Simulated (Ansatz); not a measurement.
# GeSiH6O (SMILES [OH][GeH2][SiH3]): wB97M-V/cc-pVDZ

Aim: the electronic atomisation energy of GeSiH6O at wB97M-V/cc-pVDZ, from 5 runs. 

The calculation is run with Ansatz 0.2.0.

63 further runs of the same task are left out: 63 set aside as unsound or not needed. Runs told in other sessions of the task aren't counted.

**1. The structure to begin with**

GeSiH6O has 9 atoms, charge 0, and is taken as a singlet. SMILES: `[OH][GeH2][SiH3]`. Geometry: relaxed at PBE0-D4/def2-TZVP. This is one conformer, not always the lowest.

Bond lengths: O1–Ge2 1.791 Å, Ge2–Si3 2.389 Å, O1–H4 0.960 Å, Ge2–H5 1.546 Å, Ge2–H6 1.536 Å, Si3–H7 1.488 Å, Si3–H8 1.488 Å, Si3–H9 1.486 Å. Some angles: O1–Ge2–Si3 109.9°, O1–Ge2–H5 109.2°, O1–Ge2–H6 103.6°, Si3–Ge2–H5 111.3°, Si3–Ge2–H6 113.0°, Ge2–O1–H4 112.4°, Ge2–Si3–H7 110.2°, Ge2–Si3–H8 109.3°, Ge2–Si3–H9 110.4°, H5–Ge2–H6 109.6°.

**2. The energy at wB97M-V/cc-pVDZ**

Contents of job.yaml:

```yaml
crystal:
  periodic: [false, false, false]
  atoms:
    - {symbol: O, position_ang: [-1.665400, 1.003200, -0.854800]}
    - {symbol: Ge, position_ang: [0.086300, 0.899600, -0.495500]}
    - {symbol: Si, position_ang: [0.525800, -1.010700, 0.870400]}
    - {symbol: H, position_ang: [-1.973400, 0.267900, -1.389000]}
    - {symbol: H, position_ang: [0.873700, 0.832100, -1.824400]}
    - {symbol: H, position_ang: [0.388100, 2.226700, 0.215900]}
    - {symbol: H, position_ang: [1.986000, -1.132800, 1.128400]}
    - {symbol: H, position_ang: [0.060100, -2.236200, 0.166300]}
    - {symbol: H, position_ang: [-0.192800, -0.896100, 2.165800]}
basis:
  gaussian:
    orbitals: cc-pVDZ
hamiltonian:
  xc: {name: wB97M-V}
accuracy: high
output: {orbitals: {seedname: orbitals}}
```

On the command line:

```
ansatz run job.yaml --threads 1 --pin off --max-ram 3480MiB --events-out events.jsonl --progress --plain --runs-dir runs
```

What it wrote:

```text
Warning: RAYON_NUM_THREADS=1 ignored (pool sized by the plan → 1); use --threads N
Functional definition: wB97M-V
  name "wB97M-V"
  parameter omega = 0.3/bohr
  parameter cx = 0.15
  parameter cx01 = 1.007
  parameter cx10 = 0.259
  parameter css00 = 0.443
  parameter css04 = -1.437
  parameter css10 = -4.535
  parameter css20 = -3.390
  parameter css43 = 4.278
  parameter cos00 = 1.000
  parameter cos10 = 1.358
  parameter cos20 = 2.924
  parameter cos21 = -8.812
  parameter cos60 = -1.390
  parameter cos61 = 9.142
  parameter b = 6.0
  parameter c = 0.01
  gx(w, u) = 1 - cx + cx01*u + cx10*w
  gss(w, u) = css00 + css04*u^4 + css10*w + css20*w^2 + css43*w^4*u^3
  gos(w, u) = cos00 + cos10*w + (cos20 + cos21*u)*w^2 + (cos60 + cos61*u)*w^6
  exchange = spin_sum(e_x_unif_sr(omega)*gx(b97_w, b97_u_x)) + cx*exact_x_sr(omega) + exact_x_lr(omega)
  correlation = spin_sum(e_c_pw_mod_same_spin*gss(b97_w, b97_u_same))
      + integral(e_c_pw_mod_opposite_spin*gos(b97_w_opposite, b97_u_opposite)) + vv10(b, c)
2066 factors; integrals over basis functions are off by at most 4.7e-9 eV
391 factors; integrals over basis functions are off by at most 2.6e-9 eV
mean field evaluation 1: about -66531.5484 eV, gradient 4.3e1 eV
mean field evaluation 2: about -66530.0211 eV, gradient 5.3e1 eV
mean field evaluation 4: about -66534.9277 eV, gradient 4.7e-1 eV
mean field evaluation 8: about -66535.0092 eV, gradient 2.4e-2 eV
mean field evaluation 16: about -66535.0092 eV, gradient 3.0e-5 eV
mean field -66535.00920547 eV, -2445.1164892521 hartree, gradient 3.1e-8 eV, S^2 0.000000; 0 other end points of the search recorded, 0 dependent functions left out
reference -66535.00921042 eV, -2445.1164894340 hartree; 30, 30 occupied and 59, 59 virtual orbitals, 2066 factors
Total energy: -66535.00921042 eV, -2445.1164894340 hartree
```

Wall time 91 s (1 thread of Arm Neoverse V1, shared host); peak memory 0.63 GiB.

**3. The Ge atom at the same level**

Contents of job.yaml:

```yaml
crystal:
  periodic: [false, false, false]
  atoms:
    - symbol: Ge
      position_ang: [0.000000, 0.000000, 0.000000]
basis:
  gaussian:
    orbitals: cc-pVDZ
magnetization:
  spin_polarized: true
  initial_magnetization: 2
hamiltonian:
  xc: {name: wB97M-V}
accuracy: high
```

Run the same way, it converges to -2076.77955 Eh (log not shown).

**4. The H atom, same level**

Contents of run.yaml:

```yaml
crystal:
  periodic: [false, false, false]
  atoms:
    - {symbol: H, position_ang: [0.000000, 0.000000, 0.000000]}
basis:
  gaussian:
    orbitals: cc-pVDZ
magnetization:
  spin_polarized: true
  initial_magnetization: 1
hamiltonian:
  xc: {name: wB97M-V}
accuracy: high
```

On the command line:

```
ansatz run run.yaml --threads 1 --pin off --max-ram 3480MiB --events-out events.jsonl --progress --plain --runs-dir runs
```

What it wrote:

```text
Warning: RAYON_NUM_THREADS=1 ignored (pool sized by the plan → 1); use --threads N
Functional definition: wB97M-V
  name "wB97M-V"
  parameter omega = 0.3/bohr
  parameter cx = 0.15
  parameter cx01 = 1.007
  parameter cx10 = 0.259
  parameter css00 = 0.443
  parameter css04 = -1.437
  parameter css10 = -4.535
  parameter css20 = -3.390
  parameter css43 = 4.278
  parameter cos00 = 1.000
  parameter cos10 = 1.358
  parameter cos20 = 2.924
  parameter cos21 = -8.812
  parameter cos60 = -1.390
  parameter cos61 = 9.142
  parameter b = 6.0
  parameter c = 0.01
  gx(w, u) = 1 - cx + cx01*u + cx10*w
  gss(w, u) = css00 + css04*u^4 + css10*w + css20*w^2 + css43*w^4*u^3
  gos(w, u) = cos00 + cos10*w + (cos20 + cos21*u)*w^2 + (cos60 + cos61*u)*w^6
  exchange = spin_sum(e_x_unif_sr(omega)*gx(b97_w, b97_u_x)) + cx*exact_x_sr(omega) + exact_x_lr(omega)
  correlation = spin_sum(e_c_pw_mod_same_spin*gss(b97_w, b97_u_same))
      + integral(e_c_pw_mod_opposite_spin*gos(b97_w_opposite, b97_u_opposite)) + vv10(b, c)
15 factors; integrals over basis functions are off by at most 4.6e-8 eV
15 factors; integrals over basis functions are off by at most 1.0e-9 eV
mean field evaluation 1: about -13.3773 eV, gradient 3.5e-1 eV
mean field evaluation 2: about -13.3784 eV, gradient 3.8e-1 eV
mean field evaluation 4: about -13.3801 eV, gradient 7.4e-5 eV
mean field evaluation 8: about -13.3801 eV, gradient 3.3e-9 eV
mean field -13.38010900 eV, -0.4917099363 hartree, gradient 8.8e-9 eV, S^2 0.750000; 0 other end points of the search recorded, 0 dependent functions left out
reference -13.38011109 eV, -0.4917100131 hartree; 1, 0 occupied and 4, 5 virtual orbitals, 15 factors
Total energy: -13.38011109 eV, -0.4917100131 hartree
```

It took 0.64 s on 1 thread of Arm Neoverse V1, shared host; peak memory 0.1 GiB.

**5. The O atom at the same level**

Contents of run.yaml:

```yaml
crystal:
  periodic: [false, false, false]
  atoms:
    - {symbol: O, position_ang: [0.000000, 0.000000, 0.000000]}
basis:
  gaussian:
    orbitals: cc-pVDZ
magnetization:
  spin_polarized: true
  initial_magnetization: 2
hamiltonian:
  xc: {name: wB97M-V}
accuracy: high
```

Run the same way, it converges to -75.04943 Eh (log not shown).

**6. The Si atom**

Contents of molecule.yaml:

```yaml
crystal:
  periodic: [false, false, false]
  atoms:
    - {symbol: Si, position_ang: [0.000000, 0.000000, 0.000000]}
basis:
  gaussian: {orbitals: cc-pVDZ}
magnetization: {spin_polarized: true, initial_magnetization: 2}
hamiltonian: {xc: {name: wB97M-V}}
accuracy: high
```

On the command line:

```
ansatz run molecule.yaml --threads 1 --pin off --max-ram 3480MiB --events-out events.jsonl --progress --plain --runs-dir runs
```

What it wrote:

```text
Warning: RAYON_NUM_THREADS=1 ignored (pool sized by the plan → 1); use --threads N
Functional definition: wB97M-V
  name "wB97M-V"
  parameter omega = 0.3/bohr
  parameter cx = 0.15
  parameter cx01 = 1.007
  parameter cx10 = 0.259
  parameter css00 = 0.443
  parameter css04 = -1.437
  parameter css10 = -4.535
  parameter css20 = -3.390
  parameter css43 = 4.278
  parameter cos00 = 1.000
  parameter cos10 = 1.358
  parameter cos20 = 2.924
  parameter cos21 = -8.812
  parameter cos60 = -1.390
  parameter cos61 = 9.142
  parameter b = 6.0
  parameter c = 0.01
  gx(w, u) = 1 - cx + cx01*u + cx10*w
  gss(w, u) = css00 + css04*u^4 + css10*w + css20*w^2 + css43*w^4*u^3
  gos(w, u) = cos00 + cos10*w + (cos20 + cos21*u)*w^2 + (cos60 + cos61*u)*w^6
  exchange = spin_sum(e_x_unif_sr(omega)*gx(b97_w, b97_u_x)) + cx*exact_x_sr(omega) + exact_x_lr(omega)
  correlation = spin_sum(e_c_pw_mod_same_spin*gss(b97_w, b97_u_same))
      + integral(e_c_pw_mod_opposite_spin*gos(b97_w_opposite, b97_u_opposite)) + vv10(b, c)
144 factors; integrals over basis functions are off by at most 3.2e-9 eV
76 factors; integrals over basis functions are off by at most 4.6e-10 eV
mean field evaluation 1: about -7873.5864 eV, gradient 1.7e0 eV
mean field evaluation 2: about -7873.6210 eV, gradient 4.3e-1 eV
mean field evaluation 4: about -7873.6223 eV, gradient 4.3e-1 eV
mean field evaluation 8: about -7873.6250 eV, gradient 4.9e-4 eV
mean field evaluation 16: about -7873.6250 eV, gradient 1.3e-9 eV
mean field -7873.62499756 eV, -289.3503817255 hartree, gradient 7.8e-9 eV, S^2 2.000911; 0 other end points of the search recorded, 0 dependent functions left out
reference -7873.62499952 eV, -289.3503817977 hartree; 8, 6 occupied and 10, 12 virtual orbitals, 144 factors
Total energy: -7873.62499952 eV, -289.3503817977 hartree
```

Run time: 4.8 s. Hardware: 1 thread of Arm Neoverse V1, shared host; peak memory 0.22 GiB.

**7. Outcome**

Level: wB97M-V/cc-pVDZ.

```
                     quantity           value
       molecule: total energy  -2445.11649 Eh
        molecule: HOMO energy        -9.70 eV
        molecule: LUMO energy         1.76 eV
      molecule: HOMO–LUMO gap        11.46 eV
        Ge atom: total energy  -2076.77955 Eh
                Ge atom: ⟨S²⟩           2.002
         H atom: total energy     -0.49171 Eh
                 H atom: ⟨S²⟩           0.750
         O atom: total energy    -75.04943 Eh
                 O atom: ⟨S²⟩           2.002
        Si atom: total energy   -289.35038 Eh
                Si atom: ⟨S²⟩           2.001
electronic atomisation energy       26.854 eV
```

In words: Taking the molecule apart into free atoms costs 26.85 eV (619 kcal/mol), before zero-point energy and without spin-orbit coupling.
